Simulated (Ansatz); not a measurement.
# TaRu: the cost of one run

Program: Ansatz 0.2.0. Level of theory: DFT PBEsol, scalar-relativistic, plane waves, PAW. These are calculated values, not measurements.

### 1 The system as given

The structure is tetragonal, space group P4/mmm (No. 123). The conventional cell has a = 3.053 Å, b = 3.053 Å, c = 3.389 Å, α = 90.00°, β = 90.00°, γ = 90.00°. Ta (site symmetry 4/mmm) has 8 Ru at 2.74 Å and 4 Ta at 3.05 Å in its first shell of neighbours. Around Ru (site symmetry 4/mmm) lie 8 Ta at 2.74 Å and 4 Ru at 3.05 Å.

Coordinates:

```cif
data_structure
_symmetry_space_group_name_H-M 'P 1'
_symmetry_Int_Tables_number 1
_cell_length_a 3.0530
_cell_length_b 3.0530
_cell_length_c 3.3890
_cell_angle_alpha 90.000
_cell_angle_beta 90.000
_cell_angle_gamma 90.000
_cell_volume 31.59
loop_
_atom_site_label
_atom_site_type_symbol
_atom_site_fract_x
_atom_site_fract_y
_atom_site_fract_z
_atom_site_occupancy
Ta1 Ta 0.50000 0.50000 0.50000 1
Ru1 Ru 0.00000 0.00000 0.00000 1
```

No relaxation comes first: the listed cell is the starting point.

### 2 The reference cell

Reference values: F = -15623.5876 eV; pressure -5.16 GPa; largest force 0.000 eV/Å; gap on the mesh none (metal). It was computed beforehand with the settings of the runs below.

### 3 Next: a two-dimensional strain map

The cell is strained by p along both x and y and by q along z, with fractional coordinates fixed.

### 4 p = -0.080, q = -0.080

input.yaml reads:

```yaml
crystal:
  lattice:
    - [2.80876, 0.0, 0.0]
    - [0.0, 2.80876, 0.0]
    - [0.0, 0.0, 3.11788]
  atoms:
    - { symbol: Ta, position: [0.5, 0.5, 0.5] }
    - { symbol: Ru, position: [0.0, 0.0, 0.0] }
basis:
  ecutwfc: 420
kpoints:
  mp_grid: { grid: [16, 16, 14] }
hamiltonian:
  xc: pbesol
scf:
  occupations: { method: gaussian, width: 0.15 }
output:
  forces: true
  stress: true
  eigenvalues: true
```

Command:

```sh
$ ansatz run input.yaml --threads 1 --pin off --max-ram 2560MiB --backend cpu --events-out ev --progress --plain --runs-dir out
```

What time and memory should one allow on 1 thread of Intel Xeon Platinum 8488C (Sapphire Rapids), shared host?

About 11 s, with a peak of 0.47 GiB.
